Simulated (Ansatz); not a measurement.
# CH₄O₂Si: vertical ionisation energy

How much energy removes an electron from CH₄O₂Si at fixed geometry? The cation is run at each level and the neutral's energy taken from earlier runs.

The runs use Ansatz 0.2.0, Gaussian basis; unrestricted cation, the program's frozen cores in correlated methods.

The runs, in order: UKS PBE-D4/def2-TZVPP; UKS r2SCAN-D4/def2-TZVPP; UKS PBE0-D4/def2-TZVPP; UKS B3LYP-D4/def2-TZVPP; UKS wB97X-V/def2-TZVPP; UKS wB97M-V/def2-TZVPP; UKS B2PLYP/def2-TZVPP; UHF-CCSD(T)/def2-TZVPP; UHF-MP2/def2-QZVPP; extrapolation to the limit; then −ε(HOMO) from the neutral's earlier runs with LDA (SPW92), PBE-D4, revPBE-D4, BLYP-D4, r2SCAN-D4, B97M-V, PBE0-D4, B3LYP-D4, r2SCANh-D4, r2SCAN0-D4, HSE06-D4, BHLYP-D4, CAM-B3LYP-D4, LC-ωPBE, ωB97X-V, ωB97M-V.

## Step 1: The relaxed structure

All runs share one geometry, relaxed beforehand with PBE0-D4 in a triple-zeta def2 set.

8 atoms, charge 0, spin multiplicity 1.

Atoms are counted from 1 here; the program's logs count them from 0.

Bond lengths: O1–C2 1.198 Å, C2–O3 1.330 Å, C2–H5 1.099 Å, O3–Si4 1.698 Å, Si4–H6 1.479 Å, Si4–H7 1.479 Å, Si4–H8 1.479 Å. Angles: O1–C2–O3 124.3°, O1–C2–H5 124.4°, O3–C2–H5 111.4°, C2–O3–Si4 117.6°, O3–Si4–H6 102.8°, O3–Si4–H7 110.2°, O3–Si4–H8 110.2°, H6–Si4–H7 110.9°, H6–Si4–H8 110.9°, H7–Si4–H8 111.7°.

## Step 2: Cation, UKS PBE-D4/def2-TZVPP

in.yaml reads:

```yaml
crystal:
  periodic: [false, false, false]
  atoms:
    - {symbol: O, position_ang: [1.337047, -0.236372, 1.278216]}
    - {symbol: C, position_ang: [1.440633, 0.308581, 0.216820]}
    - {symbol: O, position_ang: [0.447523, 0.437913, -0.658683]}
    - {symbol: Si, position_ang: [-1.063326, -0.214129, -0.238184]}
    - {symbol: H, position_ang: [2.367431, 0.765393, -0.158201]}
    - {symbol: H, position_ang: [-1.898063, 0.108479, -1.415721]}
    - {symbol: H, position_ang: [-0.953771, -1.677537, -0.055332]}
    - {symbol: H, position_ang: [-1.585276, 0.450570, 0.975384]}
basis:
  gaussian: {orbitals: def2-TZVPP}
total_charge: 1
magnetization: {spin_polarized: true, initial_magnetization: 1}
hamiltonian: {xc: pbe, dispersion: d4}
```

The runs that follow: Cation, UKS r2SCAN-D4/def2-TZVPP; Cation, UKS PBE0-D4/def2-TZVPP; Cation, UKS B3LYP-D4/def2-TZVPP; Cation, UKS wB97X-V/def2-TZVPP; Cation, UKS wB97M-V/def2-TZVPP; Cation, UKS B2PLYP (frozen core)/def2-TZVPP; Cation, UHF-CCSD(T)/def2-TZVPP; Cation, UHF-MP2/def2-QZVPP.

Q: Predict the results of all the runs planned. Wanted: ionisation energy, CCSD(T)/CBS; nearest functional by difference; nearest −ε(HOMO); −ε(HOMO) of PBE; T1 of the cation.

The runs gave:

| quantity | value |
| --- | --- |
| ionisation energy, CCSD(T)/CBS | 11.42 eV |
| nearest functional by difference | B2PLYP (-0.19 eV) |
| nearest −ε(HOMO) | LC-ωPBE (+0.03 eV) |
| −ε(HOMO) of PBE | 6.96 eV |
| T1 of the cation | 0.024 |

By cation minus neutral, the functionals miss by 0.60 eV at most. −ε(HOMO) of PBE misses by 4.5 eV, since self-interaction lifts the level. Among orbital estimates LC-ωPBE comes nearest. Hartree-Fock falls 1.62 eV short, as the neutral has more correlation energy than the cation.
